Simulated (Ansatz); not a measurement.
# C3H5Br: one species, many methods

The task here is to estimate one member of a computed series from the others.

Computed with Ansatz 0.2.0, Gaussian basis. Level: functionals in def2-TZVPP, the program's frozen cores in correlated methods.

Levels to be run: PBE-D4, r2SCAN-D4, PBE0-D4, B3LYP-D4, ωB97X-V, ωB97M-V, B2PLYP; CCSD(T)/def2-TZVPP; MP2/def2-QZVPP; extrapolation to the limit.

### The geometry

An earlier PBE0-D4 in a triple-zeta def2 set relaxation fixed the geometry.

SMILES `C=CCBr`, 9 atoms, charge 0, spin multiplicity 1.

Atoms are counted from 1 here; the program's logs count them from 0.

Bond lengths: C1–C2 1.322 Å, C1–H5 1.084 Å, C1–H6 1.083 Å, C2–C3 1.487 Å, C2–H7 1.090 Å, C3–Br4 1.939 Å, C3–H8 1.091 Å, C3–H9 1.091 Å. Angles: C2–C1–H5 121.5°, C2–C1–H6 120.7°, H5–C1–H6 117.8°, C1–C2–C3 127.9°, C1–C2–H7 119.4°, C3–C2–H7 112.7°, C2–C3–Br4 115.2°, C2–C3–H8 111.0°, C2–C3–H9 111.0°, Br4–C3–H8 105.6°, Br4–C3–H9 105.6°, H8–C3–H9 108.0°.

The first run:

Input file in.yaml:

```yaml
crystal:
  periodic: [false, false, false]
  atoms:
    - {symbol: C, position_ang: [-0.612062, 1.271450, -0.122578]}
    - {symbol: C, position_ang: [0.386816, 0.409530, -0.209631]}
    - {symbol: C, position_ang: [0.381503, -1.034828, 0.144025]}
    - {symbol: Br, position_ang: [-1.308741, -1.715184, 0.807416]}
    - {symbol: H, position_ang: [-1.588528, 0.972513, 0.240245]}
    - {symbol: H, position_ang: [-0.477212, 2.305584, -0.414500]}
    - {symbol: H, position_ang: [1.354388, 0.747518, -0.579527]}
    - {symbol: H, position_ang: [0.626383, -1.650498, -0.722470]}
    - {symbol: H, position_ang: [1.111452, -1.248586, 0.925919]}
basis:
  gaussian: {orbitals: def2-TZVPP}
hamiltonian: {xc: pbe, dispersion: d4}
output: {forces: true, orbitals: {seedname: orbitals}}
```

The run is started by

```bash
> ansatz run in.yaml --threads 4 --pin off --events-out ev --progress --plain --max-ram 10444MiB
```

Steps of the session up to this table: PBE-D4 (GGA); r2SCAN-D4 (meta-GGA); PBE0-D4 (hybrid); B3LYP-D4 (hybrid); ωB97X-V (range-separated); ωB97M-V (range-separated); B2PLYP (double hybrid); CCSD(T) in def2-TZVPP; MP2 in def2-QZVPP.

One of the session's tables, all rows but one given; the rest of the session is left out.

| method | atomisation energy (kJ/mol) |
| --- | --- |
| PBE-D4 | 3548.1 |
| r2SCAN-D4 | ? |
| PBE0-D4 | 3491.0 |
| B3LYP-D4 | 3459.1 |
| ωB97X-V | 3454.1 |
| ωB97M-V | 3461.0 |
| B2PLYP | 3426.7 |
| HF/def2-TZVPP | 2562.9 |
| MP2/def2-TZVPP | 3433.9 |
| CCSD/def2-TZVPP | 3326.5 |
| CCSD(T)/def2-TZVPP | 3380.1 |
| MP2/CBS | 3516.6 |
| CCSD(T)/CBS | 3462.8 |

Q: Estimate the row for r2SCAN-D4 from the others.

As computed: atomisation energy (kJ/mol): 3471.8. In the column «atomisation energy (kJ/mol)» it lies between CCSD(T)/CBS (3462.8) and PBE0-D4 (3491.0).
